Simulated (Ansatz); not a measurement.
# C6H12O: taking an electron away

How much energy removes an electron from C6H12O at fixed geometry? The cation is run at each level and the neutral's energy taken from earlier runs.

Computed with Ansatz 0.2.0, Gaussian basis. Level: unrestricted cation, the program's frozen cores in correlated methods.

Plan: UKS PBE-D4/def2-TZVPP; UKS r2SCAN-D4/def2-TZVPP; UKS PBE0-D4/def2-TZVPP; UKS B3LYP-D4/def2-TZVPP; UKS wB97X-V/def2-TZVPP; UKS wB97M-V/def2-TZVPP; UKS B2PLYP/def2-TZVPP; UHF-CCSD(T)/def2-TZVPP; UHF-MP2/def2-QZVPP; extrapolation to the limit; then −ε(HOMO) from the neutral's earlier runs with LDA (SPW92), PBE-D4, revPBE-D4, BLYP-D4, r2SCAN-D4, B97M-V, PBE0-D4, B3LYP-D4, r2SCANh-D4, r2SCAN0-D4, HSE06-D4, BHLYP-D4, CAM-B3LYP-D4, LC-ωPBE, ωB97X-V, ωB97M-V.

## (1) The geometry

An earlier PBE0-D4 in a triple-zeta def2 set relaxation fixed the geometry.

SMILES `CC(=O)CC(C)C`, 19 atoms, charge 0, spin multiplicity 1.

Atoms are counted from 1 here; the program's logs count them from 0.

Bond lengths: C1–C2 1.505 Å, C1–H8 1.089 Å, C1–H9 1.093 Å, C1–H10 1.095 Å, C2–O3 1.206 Å, C2–C4 1.512 Å, C4–C5 1.521 Å, C4–H11 1.098 Å, C4–H12 1.099 Å, C5–C6 1.522 Å, C5–C7 1.521 Å, C5–H13 1.095 Å, C6–H14 1.095 Å, C6–H15 1.093 Å, C6–H16 1.091 Å, C7–H17 1.095 Å, C7–H18 1.093 Å, C7–H19 1.093 Å. Angles: C2–C1–H8 110.3°, C2–C1–H9 111.2°, C2–C1–H10 108.9°, H8–C1–H9 110.4°, H8–C1–H10 109.1°, H9–C1–H10 106.9°, C1–C2–O3 121.7°, C1–C2–C4 116.0°, O3–C2–C4 122.3°, C2–C4–C5 115.1°, C2–C4–H11 109.0°, C2–C4–H12 105.7°, C5–C4–H11 111.0°, C5–C4–H12 110.4°, H11–C4–H12 105.0°, C4–C5–C6 111.1°, C4–C5–C7 110.5°, C4–C5–H13 107.2° and more.

## (2) Cation, UKS PBE-D4/def2-TZVPP

Input file in.yaml:

```yaml
crystal:
  periodic: [false, false, false]
  atoms:
    - {symbol: C, position_ang: [-1.158481, -2.595442, -0.374365]}
    - {symbol: C, position_ang: [-0.868796, -1.165362, -0.744840]}
    - {symbol: O, position_ang: [-1.551693, -0.566100, -1.538522]}
    - {symbol: C, position_ang: [0.332606, -0.537375, -0.076198]}
    - {symbol: C, position_ang: [0.408114, 0.977980, -0.176208]}
    - {symbol: C, position_ang: [-0.679503, 1.636647, 0.660217]}
    - {symbol: C, position_ang: [1.787357, 1.471874, 0.233427]}
    - {symbol: H, position_ang: [-1.884790, -3.023530, -1.063041]}
    - {symbol: H, position_ang: [-0.244041, -3.193920, -0.364083]}
    - {symbol: H, position_ang: [-1.567584, -2.622654, 0.640682]}
    - {symbol: H, position_ang: [0.370611, -0.864767, 0.970771]}
    - {symbol: H, position_ang: [1.211500, -0.997163, -0.550159]}
    - {symbol: H, position_ang: [0.234859, 1.242087, -1.224686]}
    - {symbol: H, position_ang: [-0.555285, 1.389750, 1.720218]}
    - {symbol: H, position_ang: [-0.636791, 2.724609, 0.568280]}
    - {symbol: H, position_ang: [-1.673058, 1.313902, 0.344983]}
    - {symbol: H, position_ang: [2.005435, 1.209520, 1.273938]}
    - {symbol: H, position_ang: [2.572089, 1.036459, -0.391167]}
    - {symbol: H, position_ang: [1.855552, 2.559084, 0.147255]}
basis:
  gaussian: {orbitals: def2-TZVPP}
total_charge: 1
magnetization: {spin_polarized: true, initial_magnetization: 1}
hamiltonian: {xc: pbe, dispersion: d4}
```

Command:

```
ansatz run in.yaml --threads 2 --pin off --events-out ev --progress --plain --max-ram 32768MiB --backend cuda --devices 0, --max-vram 18GiB
```

After this run come: Cation, UKS r2SCAN-D4/def2-TZVPP; Cation, UKS PBE0-D4/def2-TZVPP; Cation, UKS B3LYP-D4/def2-TZVPP; Cation, UKS wB97X-V/def2-TZVPP; Cation, UKS wB97M-V/def2-TZVPP; Cation, UKS B2PLYP (frozen core)/def2-TZVPP; Cation, UHF-CCSD(T)/def2-TZVPP; Cation, UHF-MP2/def2-QZVPP.

Before running them: what should the planned runs give, taken together? Wanted: ionisation energy, CCSD(T)/CBS; nearest functional by difference; nearest −ε(HOMO); −ε(HOMO) of PBE; T1 of the cation.

The runs gave:

```
                        quantity               value
  ionisation energy, CCSD(T)/CBS             9.63 eV
nearest functional by difference   B2PLYP (-0.21 eV)
                nearest −ε(HOMO)  ωB97X-V (-0.02 eV)
                 −ε(HOMO) of PBE             5.57 eV
                T1 of the cation               0.026
```

In words: Energy differences with functionals land within 0.64 eV of the reference. −ε(HOMO) of PBE misses by 4.1 eV, since self-interaction lifts the level. Among orbital estimates ωB97X-V comes nearest. Hartree-Fock falls 1.50 eV short, as the neutral has more correlation energy than the cation.
